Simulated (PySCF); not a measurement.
# Cd³⁺ at other levels of theory

Aim: see what other levels and later steps give for Cd³⁺.

The runs use PySCF 2.14.0; each script names its method and basis.

8 further runs of the same task are left out: 1 for a known fault of the program, 7 that didn't finish.

### 1 The atom

Cd³⁺: 1 atom, charge 3, spin multiplicity 2.

### 2 The base run

input.py

```python
from pyscf import gto, scf

mol = gto.M(
    atom='Cd 0 0 0',
    basis='crenbl',
    ecp={'Cd': 'crenbl'},
    charge=3,
    spin=1,
    verbose=4,
)
mf = scf.ROHF(mol)
mf.kernel()
mf.mulliken_pop()
mf.dip_moment()
print('orbital energies (hartree):', mf.mo_energy[..., max(0, mol.nelec[1]-3):mol.nelec[0]+3].round(4))
```

On the command line:

```console
python input.py
```

### 3 UHF

Edit 1 changes SCF type: ROHF → UHF.

input.py

```python
from pyscf import gto, scf

mol = gto.M(
    atom='Cd 0 0 0',
    basis='crenbl',
    ecp={'Cd': 'crenbl'},
    charge=3,
    spin=1,
    verbose=4,
)
mf = scf.UHF(mol)
mf.kernel()
mf.mulliken_pop()
mf.dip_moment()
print('orbital energies (hartree):', [e[max(0, n-3):n+3].round(4) for e, n in zip(mf.mo_energy, mol.nelec)])
```

### 4 RHF

Edit 2 changes SCF type: ROHF → RHF.

Edit input.py of step 2 so:

```diff
@@ -10,3 +10,3 @@
 )
-mf = scf.ROHF(mol)
+mf = scf.RHF(mol)
 mf.kernel()
```

### 5 MP2 (UHF)

Edit 3 changes step after the SCF: analyze → mp2; SCF type: ROHF → UHF.

input.py

```python
from pyscf import gto, scf, mp

mol = gto.M(
    atom='Cd 0 0 0',
    basis='crenbl',
    ecp={'Cd': 'crenbl'},
    charge=3,
    spin=1,
    verbose=4,
)
mf = scf.UHF(mol)
mf.kernel()
mp.MP2(mf).kernel()
mf.dip_moment()
print('orbital energies (hartree):', [e[max(0, n-3):n+3].round(4) for e, n in zip(mf.mo_energy, mol.nelec)])
```

Q: Predict the outcome of this session. Wanted: for each run, E(SCF); from base; gap, α spin; after the SCF.

**Answer**, as computed:

| run | E(SCF) (hartree) | from base (eV) | cycles | gap, α spin (eV) | after the SCF |
| --- | --- | --- | --- | --- | --- |
| base | -163.768473 | 0 | 10 | n/a | n/a |
| UHF | -163.768707 | -0.0064 | 8 | 27.83 | n/a |
| RHF | -163.768473 | 0.0000 | 10 | n/a | n/a |
| MP2 (UHF) | -163.768707 | -0.0064 | 8 | 27.83 | MP2 correlation -4.431 eV |

The SCF energy stays the same, to the digits that matter, with RHF.
